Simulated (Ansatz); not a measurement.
Debugging a test of the smearing width of ZrIr2, space group Fd-3m (Ansatz 0.2.0, Python API).

The script, `zrir2.py`:
```python
'''Smearing width test for ZrIr2.'''

from dataclasses import dataclass

import ansatz


@dataclass(frozen=True)
class RunConfig:
    ecut: int = 450
    max_iterations: int = 50


settings = RunConfig()

lattice = ansatz.Lattice.of(
    [0.0, 1.947191, 1.947191],
    [1.947191, 0.0, 1.947191],
    [1.947191, 1.947191, 0.0],
)
sites = [
    ('Zr', [0.0, 0.0, 0.0]),
    ('Zr', [0.25, 0.25, 0.25]),
    ('Ir', [0.625, 0.625, 0.625]),
    ('Ir', [0.125, 0.625, 0.625]),
    ('Ir', [0.625, 0.625, 0.125]),
    ('Ir', [0.625, 0.125, 0.625]),
]
crystal = ansatz.Crystal(lattice=lattice)
for symbol, position in sites:
    crystal = crystal.atom(symbol, position)

job = (
    crystal.calculation()
    .basis(settings.ecut)
    .kpoints(11)
    .functional(ansatz.Functional.PBESOL)
    .scf(max_iterations=settings.max_iterations)
)

rows = []
for value in [0.3, 0.2, 0.1, 0.05]:
    data = job.occupations('fermi_dirac', width=value).run(threads=1).report
    rows.append((value, data['free_energy_ev'] / len(data['lattice']['sites']), data['n_iterations'], data['n_kpoints']))

print('  width (eV)   F/atom (eV)    iterations      k-points')
for row in rows:
    print(f'{str(row[0]):>12s}  {row[1]:12.5f}  {row[2]:12d}  {row[3]:12d}')

# the last row is the reference
for row in rows[:-1]:
    shift = 1000 * (row[1] - rows[-1][1])
    print(f'{row[0]}: {shift:+.2f} meV/atom' + ('  (within 1 meV)' if abs(shift) < 1 else ''))
```

```console
$ python zrir2.py
Traceback (most recent call last):
  File "zrir2.py", line 43, in <module>
    data = job.occupations('fermi_dirac', width=value).run(threads=1).report
           ~~~~~~~~~~~~~~~~~~~~~~~~~~~~~~~~~~~~~~~~~~~~~~~^^^^^^^^^^^
  ...
ansatz.NonConvergedError: refused after 9 iterations: one_centre_occupation = 5.48e0 (threshold 2.00e0); read on the Ir atom at site 2 (counted from 0), in its partial waves of l = 1. The loop had accepted its state. The figure is how many electrons the atom's PAW partial-wave expansion lays in one spin orbital inside its sphere. Of a state that the partial waves describe, at an atom whose sphere does not reach far into another's, it is at most what a level can hold: about one, and more with the corrected tetrahedra; the threshold leaves room over one. Most likely the run has filled a ghost state, a level that the dataset's projectors bind and the atom lacks (a dataset that is sound under one functional can have one under another), or spheres, of atoms or of an atom and its images, overlap so deeply that the expansion counts electrons twice. The SCF's residuals do not see that, and the energy, the forces and the levels can be wrong by many eV: no result is given. To try: another dataset for the element (`hamiltonian.pseudopotentials`: `source: ansatz` if the run read another table, another `kind`, or another file under `azcp`); where atoms stand so close that spheres overlap [...]
```
(Library frames cut from the traceback.)

Find the fault and give the corrected script.

The fault: the cell is far too small. The change:

```diff
--- before
+++ after
@@ -16,5 +16,5 @@
 lattice = ansatz.Lattice.of(
-    [0.0, 1.947191, 1.947191],
-    [1.947191, 0.0, 1.947191],
-    [1.947191, 1.947191, 0.0],
+    [0.0, 3.6795, 3.6795],
+    [3.6795, 0.0, 3.6795],
+    [3.6795, 3.6795, 0.0],
 )
@@ -35,3 +35,3 @@
     .basis(settings.ecut)
-    .kpoints(11)
+    .kpoints(6)
     .functional(ansatz.Functional.PBESOL)
```

After the fix:

```console
$ python zrir2.py
  width (eV)   F/atom (eV)    iterations      k-points
         0.3   -9243.05482             6            16
         0.2   -9242.97813             6            16
         0.1   -9242.93287             6            16
        0.05   -9242.92233             6            16
0.3: -132.49 meV/atom
0.2: -55.80 meV/atom
0.1: -10.54 meV/atom
```

Notes:
- For a metal this k-point mesh is coarse: on a finer one energies can move by several to tens of meV an atom and pressures by half a GPa or more, differences at one mesh by less.
- A Fermi-Dirac width this large means warm electrons, whose thermal share enters the free energy.
- The narrowest width needs the finest mesh, so the last row is no converged reference.
- Spin-orbit coupling, which matters for elements this heavy, is left out.
- The starting cell is as deposited in a crystallographic database; the results hold for this polymorph, which needn't be the stable one.
- The whole script took 19 s on 1 thread of Arm Neoverse V1, on a shared host, peak memory 0.47 GiB.
